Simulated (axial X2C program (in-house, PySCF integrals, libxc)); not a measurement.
**MoBr⁻: properties at the nuclei**

Wanted for MoBr⁻: properties at the nuclei, at the two-component level.

Program: an in-house X2C program for linear molecules on PySCF integrals. Level of theory: two-component X2C with atomic mean-field terms, Mo dyall-acv3z, Br dyall-acv3z. These are calculated values, not measurements.

### Step 1. Input

The input, task.json:

```json
{"zs": [42, 35], "q": -1, "bas": ["dyall-acv3z", "dyall-acv3z"], "r0": 2.52, "levels": ["PBE0", "HF", "BP86", "BHandHLYP", "TPSSh"], "nst": 3}
```

Keys: zs atomic numbers; q charge; bas basis sets; r0 starting distance in Å; levels methods (HF also brings MP2); nst determinants followed.

Command:

```
python soeom.py task.json out
```

Further steps of the session: Expectation values, lowest determinant; Expectation values, a higher determinant; Expectation values, a higher determinant.

Q: Predict the outcome of this session. Wanted: lowest determinant; Eeff magnitude; Ws magnitude Mo; A∥/gI Mo; qzz Mo; higher determinant (for each run or level that gives them).

The runs gave:

```
                                        quantity                                            value
                              lowest determinant   Ω = 3 (excess of +ω over −ω: ω = 1/2, ω = 5/2)
                    Eeff magnitude (GV/cm), PBE0                                             2.05
                     Ws magnitude Mo (kHz), PBE0                                            0.347
                            A∥/gI Mo (MHz), PBE0                                              378
                             qzz Mo (a.u.), PBE0                                            -1.66
                              higher determinant  Ω = 2 (excess of +ω over −ω: ω = -1/2, ω = 5/2)
Eeff magnitude (GV/cm), PBE0, higher determinant                                             3.67
 Ws magnitude Mo (kHz), PBE0, higher determinant                                            0.698
        A∥/gI Mo (MHz), PBE0, higher determinant                                             -218
         qzz Mo (a.u.), PBE0, higher determinant                                            -0.49
                              higher determinant   Ω = 4 (excess of +ω over −ω: ω = 3/2, ω = 5/2)
Eeff magnitude (GV/cm), PBE0, higher determinant                                             1.29
 Ws magnitude Mo (kHz), PBE0, higher determinant                                           0.0831
        A∥/gI Mo (MHz), PBE0, higher determinant                                              168
         qzz Mo (a.u.), PBE0, higher determinant                                             0.26
```

What this shows: In the first state, the effective field runs from 1.22 to 2.35 GV/cm over the mean-field levels. The expectation values come from single determinants, which for open shells can mix terms of unlike spin or miss the lowest Ω, so a determinant need not be a state. Eeff is the effective electric field on the electron dipole moment in this Ω state and Ws the scalar–pseudoscalar constant (defined with the proton number Z and per Ω); A∥ is the parallel hyperfine constant, which follows by multiplying with the nuclear g factor gI = μI/(I μN); qzz is the electric field gradient, eQq0 = 234.96 MHz × Q/barn × qzz. The operators were transformed with the bare-nucleus X2C matrices.
